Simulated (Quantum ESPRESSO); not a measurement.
Runs of Quantum ESPRESSO 7.5 on BNH6. The cell holds a molecule in a box, 8 atoms: a = 12.000 Å, b = 12.000 Å, c = 12.000 Å, α = 90.00°, β = 90.00°, γ = 90.00°. 

| task | level | potentials or basis | cell | cutoff (eV) | smearing | boundary across the vacuum | SCF threshold | form of the LDA correlation | mixing mode | startingwfc | other keys | gap on the mesh (eV) | largest force (eV/Å) |
| --- | --- | --- | --- | --- | --- | --- | --- | --- | --- | --- | --- | --- | --- |
| real-space fields | PBE | PseudoDojo 0.4.1 SR PBE standard | as given | 1143 | fermi-dirac 0.05 eV | none | 1.6e-09 Ry | - | - | - | - | (a) | 0.23 |
| single point | LDA | PseudoDojo 0.4.1 SR LDA standard | atoms moved at random, drawn with an rms of 0.15 Å | 1143 | cold 0.2 eV | none | 1.6e-09 Ry | PW92 | TF | - | mixing_mode = TF; smearing = cold; width = 0.2; verbose = yes | 4.95 | 8.68 |
| real-space fields | LDA | JTH 2.0 LDA | atoms moved at random, drawn with an rms of 0.05 Å | 680 | fixed | mt | 1.6e-09 Ry | PW92 | - | random | startingwfc = random | 4.68 | 2.63 |
| single point | PBE | PseudoDojo 0.4.1 SR PBE standard | atoms moved at random, drawn with an rms of 0.05 Å | 1143 | fermi-dirac 0.05 eV | none | 1.6e-09 Ry | - | - | - | - | 4.73 | 2.69 |
| single point | PBE | GBRV 1.5 PBEsol | as given | 612 | gaussian 0.025 eV | mt | 1.6e-09 Ry | - | - | - | - | 5.03 | 0.56 |
| single point | LDA | PseudoDojo 0.4.1 SR LDA stringent | as given | 1143 | fixed | mt | 1e-06 Ry | PW92 | local-TF | - | conv_thr = 1e-06; verbose = yes; mixing_mode = local-TF | (b) | 0.59 |

Alike in all rows: no spin polarisation; k mesh 1 × 1 × 1.

**Question.** Estimate the missing entries.

**Answer.** (a) 5.09; (b) 5.04.

Caveats: this is a molecule in a periodic box, so the gap is that between its Kohn-Sham HOMO and LUMO and the box isn't a crystal; this smearing can shift energies of a crystal with a gap (some runs); the potentials were made for another functional, which shifts forces and pressure (some runs).

A gap of «none» marks a metal or a gap under the smearing width.
